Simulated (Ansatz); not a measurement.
# Os4C: the cost of one run

Program: Ansatz 0.2.0. Level of theory: DFT LDA, scalar-relativistic, plane waves, PAW. These are calculated values, not measurements.

4 further runs of the same task are left out: 1 for a known fault of the program, 1 that didn't finish, 2 set aside as unsound or not needed.

### 1 The starting structure

It takes space group P6_3/mmc (No. 194, hexagonal). Conventional cell: a = 2.734 Å, b = 2.734 Å, c = 4.320 Å, α = 90.00°, β = 90.00°, γ = 120.00°. Os (site symmetry -6m2) has 12 Os at 2.68 to 2.73 Å as nearest neighbours.

Structure file:

```
CELL_PARAMETERS angstrom
2.73410 0.00000 0.00000
-1.36705 2.36780 0.00000
0.00000 0.00000 4.31970
ATOMIC_POSITIONS crystal
Os 0.33333 0.66667 0.25000
Os 0.66667 0.33333 0.75000
```

The structure comes from the Crystallography Open Database.

### 7 Setting up the map

Atoms count from 1 in the order of the input.

C is moved over the surface cell; relaxed at each place: the height of the adsorbate's atoms; substrate rigid; the origin of the map has the adsorbate above Os4.

First coordinate, position of C5 along the first surface vector, from above Os4: 6 values from 0.000 to 0.833, periodic. Second coordinate, position of C5 along the second surface vector, from above Os4: 6 values from 0.000 to 0.833, periodic.

Relaxed at each point: the height of the adsorbate's atoms; substrate rigid. Points are written as (first, second).

The two vectors of the plane (Å): (2.715, 0.000, 0.000); (-1.357, 2.351, 0.000).

(The set-up runs are not shown.)

### 8 Grid point (0/6, 0/6) of the map's two axes

Input file input.yaml:

```yaml
crystal:
  lattice:
    - [2.7145740629, 0.0, 0.0]
    - [-1.3572870314, 2.3508900989, 0.0]
    - [0.0, 0.0, 21.8661488866]
  atoms:
    - { symbol: Os, position: [0.6666666667, 0.3333333333, 0.1829311609] }
    - { symbol: Os, position: [0.3333333333, 0.6666666667, 0.2811020214] }
    - { symbol: Os, position: [0.6666666667, 0.3333333333, 0.3787246389] }
    - { symbol: Os, position: [0.3333333333, 0.6666666667, 0.4740729124] }
    - { symbol: C, position: [0.3333333333, 0.6666666667, 0.5746850509] }
basis:
  ecutwfc: 420
kpoints:
  mp_grid: { grid: [12, 12, 1] }
hamiltonian:
  xc: lda
scf:
  occupations: { method: gaussian, width: 0.1 }
output:
  forces: true
  eigenvalues: true
relax:
  adjacent_minimum: "off"
  f_tol: 0.025
  max_steps: 16
  constraints: [{ sites: [0, 1, 2, 3] }, { sites: [4], fix: xy }]
efield:
  axis: 3
  dipole_correction: true
  ramp_width: 0.04
```

Started as:

```sh
$ ansatz run input.yaml --threads 1 --pin off --max-ram 3072MiB --backend cpu --events-out ev --progress --plain --runs-dir out
```

Q: Estimate wall time and peak memory on 1 thread of Arm Neoverse V1, shared host.

About 64 s, with a peak of 0.36 GiB.
